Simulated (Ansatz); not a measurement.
# C₂H₆IIn: small, medium and large basis sets

One table from this session's results is given with a row withheld; the runs are named, their logs left out.

Program: Ansatz 0.2.0, Gaussian basis. Level of theory: one geometry, several basis sets. These are calculated values, not measurements.

Plan: PBE0-D4/def2-SVP; ωB97M-V/def2-SVP; PBE0-D4/def2-QZVPP; ωB97M-V/def2-QZVPP; the functionals' def2-TZVPP values are taken from earlier runs.

## The geometry

An earlier PBE0-D4 in a triple-zeta def2 set relaxation fixed the geometry. In, I take the def2 core potential; no spin-orbit term is included.

SMILES `[CH3][In]([CH3])[I]`, 10 atoms, charge 0, spin multiplicity 1.

Atoms are counted from 1 here; the program's logs count them from 0.

Bond lengths: C1–In2 2.139 Å, C1–H5 1.090 Å, C1–H6 1.090 Å, C1–H7 1.092 Å, In2–C3 2.139 Å, In2–I4 2.705 Å, C3–H8 1.091 Å, C3–H9 1.090 Å, C3–H10 1.090 Å. Angles: In2–C1–H5 111.7°, In2–C1–H6 109.0°, In2–C1–H7 108.7°, H5–C1–H6 109.9°, H5–C1–H7 109.2°, H6–C1–H7 108.4°, C1–In2–C3 136.7°, C1–In2–I4 111.7°, C3–In2–I4 111.6°, In2–C3–H8 108.6°, In2–C3–H9 108.9°, In2–C3–H10 111.7°, H8–C3–H9 108.3°, H8–C3–H10 109.2°, H9–C3–H10 109.9°.

The first run:

Input file in.yaml:

```yaml
crystal:
  periodic: [false, false, false]
  atoms:
    - {symbol: C, position_ang: [-0.587474, 1.811348, -0.653023]}
    - {symbol: In, position_ang: [-0.265711, -0.259185, -0.220933]}
    - {symbol: C, position_ang: [1.073365, -1.406116, 0.990946]}
    - {symbol: I, position_ang: [-2.029850, -1.840449, -1.526763]}
    - {symbol: H, position_ang: [0.261594, 2.422621, -0.347810]}
    - {symbol: H, position_ang: [-0.763206, 1.926955, -1.722522]}
    - {symbol: H, position_ang: [-1.479585, 2.144717, -0.119682]}
    - {symbol: H, position_ang: [0.525224, -1.782156, 1.856617]}
    - {symbol: H, position_ang: [1.429842, -2.259263, 0.413599]}
    - {symbol: H, position_ang: [1.919002, -0.809572, 1.332571]}
basis:
  gaussian: {orbitals: def2-SVP}
hamiltonian: {xc: pbe0, dispersion: d4}
output: {orbitals: {seedname: orbitals}}
```

Command:

```bash
$ ansatz run in.yaml --threads 4 --pin off --events-out ev --progress --plain --max-ram 10444MiB
```

Steps of the session up to this table: PBE0-D4 in def2-SVP; ωB97M-V in def2-SVP; PBE0-D4 in def2-QZVPP; ωB97M-V in def2-QZVPP.

One table of the session follows, with a row left open; its other results are not shown here.

It belongs to the step «Functionals by basis». 

| functional | basis | HOMO (eV) | LUMO (eV) |
| --- | --- | --- | --- |
| PBE0-D4 | def2-SVP | -6.84 | -1.31 |
| PBE0-D4 | def2-TZVPP | -6.93 | -1.36 |
| PBE0-D4 | def2-QZVPP | ? | ? |
| ωB97M-V | def2-SVP | -8.92 | 0.23 |
| ωB97M-V | def2-TZVPP | -9.03 | 0.09 |
| ωB97M-V | def2-QZVPP | -9.04 | 0.05 |

Estimate the missing values for PBE0-D4, def2-QZVPP.

The run gave: HOMO (eV): -6.94; LUMO (eV): -1.37. In the column «HOMO (eV)» it lies between ωB97M-V, def2-SVP (-8.92) and PBE0-D4, def2-TZVPP (-6.93).
